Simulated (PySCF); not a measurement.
# [Bi2]+: other functionals and bases at one geometry

The task here is to estimate one member of a computed series from the others.

The runs use PySCF 2.14.0; several levels, as the steps say, no spin–orbit coupling.

4 further runs of the same task are left out: 2 for a known fault of the program, 2 that didn't finish.

### The starting structure

2 atoms, charge 1, spin multiplicity 2.

Bond lengths: Bi1–Bi2 2.781 Å.

Coordinates:

```
atom   x (Å)   y (Å)    z (Å)
 Bi1  0.0000  0.0000   1.3907
 Bi2  0.0000  0.0000  -1.3907
```

An earlier session relaxed this geometry at BP86, Bi def2-SVP with ECP60 (doublet, point group D∞h).

At BP86 on the finer grid: E = -429.323759 Eh, HOMO -10.72 eV, LUMO -10.69 eV (over both spins), ⟨S²⟩ = 0.751, Mulliken charge on Bi1 +0.50 e, largest force component 0.018 eV/Å. 

Levels to run: revPBE; PBE; r2SCAN; PBE0; BP86, TZVP; BP86, x2c-SVP. Hardware: 2 threads of Arm Neoverse V2, shared host.

Set-up of the first run:

run.py (the lines that set the calculation) reads:

```python
mol = gto.M(atom='''
Bi     0.00000     0.00000     1.39074
Bi     0.00000     0.00000    -1.39074''',
    basis={'Bi': 'def2-SVP'},
    ecp={'Bi': 'def2-SVP'},
    charge=1, spin=1)
mf = dft.UKS(mol, xc='PBE_R,PBE')
mf.grids.atom_grid = (75, 302)
mf = mf.density_fit()  # fitting sets: Bi def2-universal-JKFIT
mf.conv_tol = 1e-08; mf.max_cycle = 55
mf.kernel(dm0)  # dm0: the density of the relaxed state
```

The run is started by

```
> OMP_NUM_THREADS=2 python run.py
```

Steps of the session up to this table: revPBE; PBE; r2SCAN; PBE0; BP86, TZVP; BP86, x2c-SVP.

One of the session's tables, all rows but one given; the rest of the session is left out.

| level | HOMO (eV) | gap (eV) | largest force component (eV/Å) |
| --- | --- | --- | --- |
| BP86 (relaxed here) | -10.72 | 0.04 | 0.02 |
| revPBE | -10.48 | 0.08 | 0.09 |
| PBE | -10.56 | 0.02 | 0.01 |
| r2SCAN | ? | ? | ? |
| PBE0 | -11.29 | 1.58 | 0.58 |
| BP86, TZVP | -10.69 | 0.08 | 0.23 |
| BP86, x2c-SVP | -10.76 | 0.04 | 0.54 |

Q: Estimate the row for r2SCAN from the others.

**Answer.** HOMO (eV): -10.78; gap (eV): 0.46; largest force component (eV/Å): 0.33. In the column «HOMO (eV)» it lies between PBE0 (-11.29) and BP86, x2c-SVP (-10.76).

In one basis the HOMO–LUMO gap runs from 0.02 eV (PBE) to 1.58 eV (PBE0). The largest leftover force, 0.58 eV/Å with PBE0, stands at a geometry relaxed at another level. Total energies of different levels can't be compared.
